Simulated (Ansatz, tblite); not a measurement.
# Bis(4-fluorophenyl)iodonium (C12H8F2I+): a ladder of methods and basis sets

Aim: run the singlet of bis(4-fluorophenyl)iodonium (C12H8F2I+) at one geometry on many levels, and compare frontier levels, spin and run time.

Computed with Ansatz 0.2.0, Gaussian basis. Level: as each input shows.

The runs, in order: GFN1-xTB, GFN2-xTB, PBE-D4/def2-TZVP, r2SCAN-D4/def2-TZVP, PBE-D4/def2-SVP, PBE0-D4/def2-SVP, MP2/def2-SVP.

7 further runs of the same task are left out: 3 that didn't finish, 4 set aside as unsound or not needed.

**1. The relaxed structure**

The geometry is that of the singlet, from an earlier relaxation (r2SCAN-D4/def2-SVP).

23 atoms, charge 1, spin multiplicity 1.

Bond lengths: F1–C2 1.320 Å, C2–C3 1.398 Å, C2–C15 1.398 Å, C3–C4 1.394 Å, C3–H16 1.093 Å, C4–C5 1.398 Å, C4–H17 1.093 Å, C5–I6 2.130 Å, C5–C14 1.398 Å, I6–C7 2.130 Å, C7–C8 1.398 Å, C7–C13 1.399 Å, C8–C9 1.394 Å, C8–H18 1.093 Å, C9–C10 1.399 Å, C9–H19 1.093 Å, C10–F11 1.320 Å, C10–C12 1.398 Å and more. Angles: F1–C2–C3 118.9°, F1–C2–C15 118.8°, C3–C2–C15 122.3°, C2–C3–C4 119.2°, C2–C3–H16 119.6°, C4–C3–H16 121.2°, C3–C4–C5 117.9°, C3–C4–H17 120.0°, C5–C4–H17 122.1°, C4–C5–I6 118.3°, C4–C5–C14 123.5°, I6–C5–C14 118.1°, C5–I6–C7 100.5°, I6–C7–C8 118.4°, I6–C7–C13 118.1°, C8–C7–C13 123.5°, C7–C8–C9 117.9°, C7–C8–H18 122.1° and more.

I takes a core potential in the def2 sets. No spin-orbit coupling is included. The ion is computed in the gas phase, without counter-ions or solvent.

PBE0-D4/def2-TZVP was run before; its log isn't repeated, and its numbers join the tables.

**2. GFN1-xTB**

Tight binding, by tblite at 300 K electronic temperature and without a spin-polarisation term:

```python
tblite.interface.Calculator('GFN1-xTB', numbers, positions, charge=1, uhf=0).singlepoint()
```

Energy -1180.6930 eV, HOMO -16.17 eV, LUMO -12.81 eV; 0.018 s.

**3. GFN2-xTB**

Tight binding, by tblite at 300 K electronic temperature and without a spin-polarisation term:

```python
tblite.interface.Calculator('GFN2-xTB', numbers, positions, charge=1, uhf=0).singlepoint()
```

Energy -1157.5599 eV, HOMO -15.47 eV, LUMO -12.12 eV; 0.014 s.

**4. PBE-D4/def2-TZVP**

start.molden holds the orbitals of an earlier run on this state, given as this run's starting guess.

Contents of in.yaml:

```yaml
crystal:
  periodic: [false, false, false]
  atoms:
    - {symbol: F, position_ang: [4.835020, 0.418240, 1.319591]}
    - {symbol: C, position_ang: [3.772608, 0.234782, 0.557137]}
    - {symbol: C, position_ang: [3.217637, -1.045349, 0.470088]}
    - {symbol: C, position_ang: [2.096825, -1.246803, -0.334629]}
    - {symbol: C, position_ang: [1.574919, -0.144684, -1.017914]}
    - {symbol: I, position_ang: [-0.143227, -0.435186, -2.242576]}
    - {symbol: C, position_ang: [-1.690707, -0.206887, -0.797491]}
    - {symbol: C, position_ang: [-2.144962, 1.083687, -0.508328]}
    - {symbol: C, position_ang: [-3.153403, 1.222805, 0.444503]}
    - {symbol: C, position_ang: [-3.669194, 0.078836, 1.062349]}
    - {symbol: F, position_ang: [-4.625349, 0.217184, 1.962515]}
    - {symbol: C, position_ang: [-3.211037, -1.206527, 0.758004]}
    - {symbol: C, position_ang: [-2.200336, -1.359367, -0.190803]}
    - {symbol: C, position_ang: [2.122120, 1.139540, -0.943786]}
    - {symbol: C, position_ang: [3.244736, 1.326582, -0.137487]}
    - {symbol: H, position_ang: [3.670397, -1.869266, 1.027249]}
    - {symbol: H, position_ang: [1.656508, -2.243205, -0.417652]}
    - {symbol: H, position_ang: [-1.737541, 1.968307, -1.004369]}
    - {symbol: H, position_ang: [-3.548650, 2.206627, 0.710718]}
    - {symbol: H, position_ang: [-3.649916, -2.071237, 1.262923]}
    - {symbol: H, position_ang: [-1.835064, -2.358415, -0.441410]}
    - {symbol: H, position_ang: [1.701131, 1.983023, -1.496031]}
    - {symbol: H, position_ang: [3.717476, 2.307314, -0.042610]}
basis:
  gaussian: {orbitals: def2-TZVP, initial_orbitals: start.molden}
total_charge: 1
hamiltonian: {xc: pbe, dispersion: d4}
scf: {omitted_lower_state_checks: [starts]}
output: {forces: true, orbitals: {seedname: orbitals}}
```

Run with:

```bash
$ ansatz run in.yaml --threads 4 --pin off --events-out ev --progress --plain --max-ram 6963MiB
```

The runs that follow: r2SCAN-D4/def2-TZVP; PBE-D4/def2-SVP; PBE0-D4/def2-SVP; MP2/def2-SVP.

Q: Predict the results of all the runs planned. Wanted: gap in def2-TZVP, named functionals, smallest and largest; correlation energy, MP2/def2-SVP; PBE0 total energy, smallest basis above largest.

The runs gave:

| quantity | value |
| --- | --- |
| gap in def2-TZVP, named functionals, smallest and largest | 3.33 eV (PBE-D4), 5.19 eV (PBE0-D4) |
| correlation energy, MP2/def2-SVP | -55.25 eV |
| PBE0 total energy, smallest basis above largest | 20.18 eV (def2-SVP, def2-TZVP) |

Orbital gaps of the named functionals in def2-TZVP span 3.33 eV (PBE-D4) to 5.19 eV (PBE0-D4); exact exchange widens it.
